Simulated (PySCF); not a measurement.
# SnF₄: fields and orbitals

Aim: take SnF₄ and analyse its density (charges, bond critical points, surface potential), see where an electron leaves and enters and measure its response to a uniform field.

The runs use PySCF 2.14.0; levels as typed in each script, gas phase, geometry from GFN2-xTB.

### Step 1. Where the work starts

SMILES `F[Sn](F)(F)F`, 5 atoms, charge 0, spin multiplicity 1.

Bond lengths: F1–Sn2 1.915 Å, Sn2–F3 1.915 Å, Sn2–F4 1.915 Å, Sn2–F5 1.915 Å. Angles: F1–Sn2–F3 109.5°, F1–Sn2–F4 109.5°, F1–Sn2–F5 109.4°, F3–Sn2–F4 109.4°, F3–Sn2–F5 109.5°, F4–Sn2–F5 109.5°.

Coordinates:

```mol
F4Sn
  3D, bonds by distance, orders not assigned

  5  4  0  0  0  0  0  0  0  0999 V2000
    1.0671   -1.1440   -1.1049 F   0  0
    0.0000    0.0000    0.0000 Sn  0  0
   -1.0673    1.1440   -1.1049 F   0  0
   -1.1451   -1.0662    1.1048 F   0  0
    1.1450    1.0662    1.1048 F   0  0
  1  2  8  0
  2  3  8  0
  2  4  8  0
  2  5  8  0
M  END
```

### Step 2. Density, bond paths and surface potential (B3LYP/def2-svpd)

Input file input.py:

```python
import numpy as np
from pyscf import gto, scf, dft
from pyscf.scf import atom_ks, atom_hf
from scipy.linalg import block_diag

def solve(mol, dm0=None, hcore=None):
    mf = (dft.UKS if mol.spin else dft.RKS)(mol, xc='b3lyp')
    mf.grids.level = 3
    mf = mf.density_fit(auxbasis='def2-universal-jkfit')
    mf.conv_tol, mf.max_cycle = 1e-8, 80
    if hcore is not None:
        mf.get_hcore = lambda *args: hcore
    mf.kernel(dm0)
    if not mf.converged:
        mf = mf.newton().run(mf.mo_coeff, mf.mo_occ, max_cycle=30)
    assert mf.converged, 'SCF not converged'
    return mf

mol = gto.M(atom='''
F      1.06714    -1.14400    -1.10485
Sn     0.00004     0.00001     0.00002
F     -1.06725     1.14397    -1.10485
F     -1.14514    -1.06618     1.10479
F      1.14504     1.06616     1.10479
''', basis='def2-svpd', ecp={'Sn': 'def2-svpd'}, charge=0, spin=0, verbose=4)
mf = solve(mol)
mf.analyze()
# spherically averaged free atoms, for the promolecule
atom_ks.AtomSphAverageRKS.init_guess_by_vsap = lambda self, mol=None: self.init_guess_by_minao(mol)  # core potentials
atm = atom_ks.get_atm_nrks(mol, xc='b3lyp')
pro = block_diag(*[(atm[a[0]][2] * atm[a[0]][3]) @ atm[a[0]][2].T for a in mol._atom])
np.savez('result.npz', e=mf.e_tot, c=mf.mo_coeff, occ=mf.mo_occ, eps=mf.mo_energy, pro=pro, dip=mf.dip_moment(verbose=0), s2=mf.spin_square()[0])
```

The run is started by

```bash
> OMP_NUM_THREADS=1 python input.py
```

### Step 4. Removing and adding an electron (B3LYP/def2-svpd)

Edit input.py of step 2 so:

```diff
@@ -26,3 +26,12 @@
 mf = solve(mol)
-mf.analyze()
+out = dict(e0=mf.e_tot, dm0=mf.make_rdm1(), c=mf.mo_coeff, occ=mf.mo_occ, eps=mf.mo_energy)
+for name, dq, spin in [('cation', 1, 1)]:
+    ion = mol.copy().set(charge=mol.charge + dq, spin=spin).build()
+    mi = solve(ion)
+    if spin and dq > 0 and mol.nao < 130:
+        c, _, stable, _ = mi.stability(return_status=True)
+        if not stable:
+            mi = solve(ion, mi.make_rdm1(c, mi.mo_occ))
+    print(name, 'vertical energy change / eV', (mi.e_tot - mf.e_tot) * 27.211386)
+    out.update({'e_' + name: mi.e_tot, 'dm_' + name: mi.make_rdm1(), 's2_' + name: mi.spin_square()[0], 'eps_' + name: mi.mo_energy, 'occ_' + name: mi.mo_occ})
 # spherically averaged free atoms, for the promolecule
@@ -31,2 +40,2 @@
 pro = block_diag(*[(atm[a[0]][2] * atm[a[0]][3]) @ atm[a[0]][2].T for a in mol._atom])
-np.savez('result.npz', e=mf.e_tot, c=mf.mo_coeff, occ=mf.mo_occ, eps=mf.mo_energy, pro=pro, dip=mf.dip_moment(verbose=0), s2=mf.spin_square()[0])
+np.savez('result.npz', pro=pro, **out)
```

### Step 5. Response to an electric field (B3LYP/def2-svpd)

Edit input.py of step 4 so:

```diff
@@ -25,13 +25,10 @@
 ''', basis='def2-svpd', ecp={'Sn': 'def2-svpd'}, charge=0, spin=0, verbose=4)
+field = np.array([0.004, 0.0, 0.0])  # atomic units
+mol.set_common_orig(mol.atom_charges() @ mol.atom_coords() / mol.atom_charges().sum())
 mf = solve(mol)
-out = dict(e0=mf.e_tot, dm0=mf.make_rdm1(), c=mf.mo_coeff, occ=mf.mo_occ, eps=mf.mo_energy)
-for name, dq, spin in [('cation', 1, 1)]:
-    ion = mol.copy().set(charge=mol.charge + dq, spin=spin).build()
-    mi = solve(ion)
-    if spin and dq > 0 and mol.nao < 130:
-        c, _, stable, _ = mi.stability(return_status=True)
-        if not stable:
-            mi = solve(ion, mi.make_rdm1(c, mi.mo_occ))
-    print(name, 'vertical energy change / eV', (mi.e_tot - mf.e_tot) * 27.211386)
-    out.update({'e_' + name: mi.e_tot, 'dm_' + name: mi.make_rdm1(), 's2_' + name: mi.spin_square()[0], 'eps_' + name: mi.mo_energy, 'occ_' + name: mi.mo_occ})
+out = dict(dm0=mf.make_rdm1(), d0=mf.dip_moment(unit='AU'), e0=mf.e_tot)
+for name, sign in (('p', 1), ('m', -1)):
+    h = mf.get_hcore() + sign * np.einsum('x,xij->ij', field, mol.intor('int1e_r'))
+    mi = solve(mol, mf.make_rdm1(), h)
+    out.update({'dm' + name: mi.make_rdm1(), 'd' + name: mi.dip_moment(unit='AU'), 'e' + name: mi.e_tot})
 # spherically averaged free atoms, for the promolecule
```

(Steps that only read results are left out.)

**Question.** What will these runs give? Wanted: dipole moment; HOMO, LUMO; polarisability along the field.

As calculated:

```
                                        quantity             value
                 dipole moment (B3LYP/def2-svpd)            0.00 D
                    HOMO, LUMO (B3LYP/def2-svpd)  -12.20, -4.67 eV
polarisability along the field (B3LYP/def2-svpd)        35.0 bohr³
```

At B3LYP/def2-svpd: The highest Hirshfeld charge is on Sn2 (+0.99 e), the lowest on F1, F3, F4 and F5 (−0.25 e). The geometry was not optimised at these levels.
